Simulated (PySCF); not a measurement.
# H9N3Pb (Pb(NH3)32+): the cost of one run

Computed with PySCF 2.14.0. Level: BP86, Pb def2-SVP with ECP60, N def2-SVP, H def2-SVP; scalar-relativistic core potentials, no spin–orbit coupling.

3 further runs of the same task are left out: 2 for a known fault of the program, 1 that didn't finish.

**1. The starting structure**

13 atoms, charge 2, spin multiplicity 1.

Bond lengths: Pb1–N2 2.518 Å, Pb1–N6 2.518 Å, Pb1–N10 2.518 Å, N2–H3 1.036 Å, N2–H4 1.038 Å, N2–H5 1.037 Å, N6–H7 1.036 Å, N6–H8 1.038 Å, N6–H9 1.037 Å, N10–H11 1.036 Å, N10–H12 1.038 Å, N10–H13 1.037 Å. Angles: N2–Pb1–N6 93.7°, N2–Pb1–N10 93.7°, N6–Pb1–N10 93.7°, Pb1–N2–H3 118.2°, Pb1–N2–H4 110.5°, Pb1–N2–H5 111.1°, H3–N2–H4 105.7°, H3–N2–H5 105.6°, H4–N2–H5 104.9°, Pb1–N6–H7 118.2°, Pb1–N6–H8 110.5°, Pb1–N6–H9 111.1°, H7–N6–H8 105.7°, H7–N6–H9 105.6°, H8–N6–H9 104.9°, Pb1–N10–H11 118.2°, Pb1–N10–H12 110.5°, Pb1–N10–H13 111.1° and more.

Coordinates:

```xyz
13

Pb    0.0000    0.0000   -1.1669
N     2.1213    0.0480    0.1897
H     2.0456   -0.0352    1.2193
H     2.7595   -0.7147   -0.1071
H     2.6533    0.9214    0.0188
N    -1.1022    1.8131    0.1897
H    -0.9923    1.7892    1.2193
H    -0.7608    2.7472   -0.1071
H    -2.1246    1.8372    0.0188
N    -1.0191   -1.8611    0.1897
H    -1.0533   -1.7540    1.2193
H    -1.9987   -2.0325   -0.1071
H    -0.5287   -2.7586    0.0188
```

Formal oxidation states: Pb +2. An earlier session relaxed this geometry at BP86, Pb def2-SVP with ECP60, N def2-SVP, H def2-SVP (singlet, point group C3).

Its energy there is -362.065912 Eh.

**2. Multiplicity 3 at the relaxed geometry**

The input, run.py (the lines that set the calculation):

```python
mol = gto.M(atom='''
Pb     0.00000     0.00000    -1.16686
N      2.12129     0.04799     0.18965
H      2.04562    -0.03521     1.21931
H      2.75952    -0.71469    -0.10711
H      2.65333     0.92141     0.01882
N     -1.10220     1.81310     0.18965
H     -0.99232     1.78917     1.21931
H     -0.76082     2.74716    -0.10711
H     -2.12463     1.83715     0.01882
N     -1.01909    -1.86108     0.18965
H     -1.05330    -1.75396     1.21931
H     -1.99870    -2.03247    -0.10711
H     -0.52870    -2.75855     0.01882''',
    basis={'Pb': 'def2-SVP', 'N': 'def2-SVP', 'H': 'def2-SVP'},
    ecp={'Pb': 'def2-SVP'},
    charge=2, spin=2)
mf = dft.UKS(mol, xc='B88,P86')
mf.grids.atom_grid = (50, 194)
mf = mf.density_fit()  # fitting sets: Pb def2-universal-JKFIT, N def2-universal-JKFIT, H def2-universal-JKFIT
mf.conv_tol = 1e-08; mf.max_cycle = 55
mf.kernel(dm0)  # dm0: free metal ions and neutral atoms
```

Started as:

```sh
OMP_NUM_THREADS=2 python run.py
```

**Question.** How long does this run take on 2 threads of AMD EPYC 9B45 (Zen 5), shared host?

About 14 s.
